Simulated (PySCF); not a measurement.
**How the numerical set-up moves the result for Bi³⁺**

The method stays; parts of the set-up, such as the basis or the Hamiltonian, are changed.

The runs use PySCF 2.14.0; each script names its method and basis.

2 further runs of the same task are left out: 1 for a known fault of the program, 1 that didn't finish.

### 1 The atom

Bi³⁺: 1 atom, charge 3, spin multiplicity 1.

### 2 The base run

Input file input.py:

```python
from pyscf import gto, scf, mp

mol = gto.M(
    atom='Bi 0 0 0',
    basis='x2c-tzvpall',
    charge=3,
    spin=0,
    verbose=4,
)
mf = scf.RHF(mol)
mf = mf.sfx2c1e()
mf.kernel()
mp.MP2(mf, frozen=34).kernel()
mf.dip_moment()
print('orbital energies (hartree):', mf.mo_energy[..., max(0, mol.nelec[1]-3):mol.nelec[0]+3].round(4))
```

Launch:

```sh
> OMP_NUM_THREADS=1 python input.py
```

Its log is not repeated here.

It gives: E(SCF) = -21532.160518 Eh, 7 cycles, E(MP2) − E(SCF) = -0.33162 Eh.

### 3 Cartesian functions on

Edit 1 changes Cartesian functions: off → on.

Input file input.py:

```python
from pyscf import gto, scf, mp

mol = gto.M(
    atom='Bi 0 0 0',
    basis='x2c-tzvpall',
    charge=3,
    spin=0,
    cart=True,
    verbose=4,
)
mf = scf.RHF(mol)
mf = mf.sfx2c1e()
mf.kernel()
mp.MP2(mf, frozen=34).kernel()
mf.dip_moment()
print('orbital energies (hartree):', mf.mo_energy[..., max(0, mol.nelec[1]-3):mol.nelec[0]+3].round(4))
```

Launch:

```sh
> OMP_NUM_THREADS=1 python input.py
```

### 4 Cc-pvtz-dk

Edit 2 changes basis set: x2c-tzvpall → cc-pvtz-dk.

input.py, as its differences from that of step 2:

```diff
@@ -4,3 +4,3 @@
     atom='Bi 0 0 0',
-    basis='x2c-tzvpall',
+    basis='cc-pvtz-dk',
     charge=3,
```

Before running it: what results should come out? Wanted: for each run, E(SCF); from base; gap; after the SCF.

As calculated:

```
                   run  E(SCF) (hartree)  from base (eV)  cycles  gap (eV)  functions                           after the SCF
                  base     -21532.160518               0       7     20.14         83  MP2 correlation -9.024 eV, core frozen
Cartesian functions on     -21532.209566         -1.3347       7     20.14         98  MP2 correlation -9.164 eV, core frozen
            cc-pvtz-dk     -21532.647183        -13.2428       7     20.11         68  MP2 correlation -2.729 eV, core frozen
```

What this shows: Of the runs whose energies can be compared, “cc-pvtz-dk” moves the SCF energy most (-13.243 eV). cc-pvtz-dk (68 functions) gives an energy 13.24 eV lower than x2c-tzvpall (83); size alone doesn't order basis sets of different families.
